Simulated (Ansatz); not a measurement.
# NaEuC4: the cost of one run

Method: DFT PBE, scalar-relativistic, plane waves, PAW, in Ansatz 0.2.0.

2 further runs of the same task are left out: 2 that didn't finish.

### 1 Starting point

The structure is tetragonal, space group I4/mmm (No. 139). Conventional cell: a = 5.826 Å, b = 5.826 Å, c = 5.817 Å, α = 90.00°, β = 90.00°, γ = 90.00°. Na (site symmetry 4/mmm) has 4 C at 2.27 Å as nearest neighbours. Around Eu (site symmetry 4/mmm) lie 2 Na at 2.91 Å and 8 C at 2.98 Å. Around C (site symmetry m2m) lie 1 C at 1.29 Å.

As a file:

```cif
data_structure
_symmetry_space_group_name_H-M 'P 1'
_symmetry_Int_Tables_number 1
_cell_length_a 5.0426
_cell_length_b 5.0426
_cell_length_c 5.0426
_cell_angle_alpha 109.430
_cell_angle_beta 109.430
_cell_angle_gamma 109.555
_cell_volume 98.71
loop_
_atom_site_label
_atom_site_type_symbol
_atom_site_fract_x
_atom_site_fract_y
_atom_site_fract_z
_atom_site_occupancy
Na1 Na 0.00000 0.00000 0.00000 1
Eu1 Eu 0.50000 0.50000 0.00000 1
C1 C 0.00000 0.61032 0.61032 1
C2 C 0.00000 0.38968 0.38968 1
C3 C 0.61032 0.00000 0.61032 1
C4 C 0.38968 0.00000 0.38968 1
```

Recipe of the guess: random cell by space group and Wyckoff sites (I4/mmm, No. 139). The dimensions are guesses.

### 2 Probe: one point on a coarse mesh

input.yaml reads:

```yaml
crystal:
  lattice:
    - [-2.91285111, 2.91285111, 2.90835547]
    - [2.91285111, -2.91285111, 2.90835547]
    - [2.91285111, 2.91285111, -2.90835547]
  atoms:
    - { symbol: Na, position: [0.0, 0.0, 0.0] }
    - { symbol: Eu, position: [0.5, 0.5, 0.0], spin: 7.0 }
    - { symbol: C, position: [0.0, 0.61032016, 0.61032016] }
    - { symbol: C, position: [0.0, 0.38967984, 0.38967984] }
    - { symbol: C, position: [0.61032016, 0.0, 0.61032016] }
    - { symbol: C, position: [0.38967984, 0.0, 0.38967984] }
basis:
  ecutwfc: 420
kpoints:
  mp_grid: { grid: [4, 4, 4] }
hamiltonian:
  xc: pbe
scf:
  occupations: { method: gaussian, width: 0.1 }
  lower_state_search: "off"
output:
  forces: true
  stress: true
  eigenvalues: true
  populations: true
magnetization:
  spin_polarized: true
```

Run with:

```
ansatz run input.yaml --threads 1 --pin off --max-ram 2560MiB --backend cpu --events-out ev --progress --plain --runs-dir out
```

What time and memory should one allow on 1 thread of Arm Neoverse V2, shared host?

About 10 s, with a peak of 0.4 GiB.
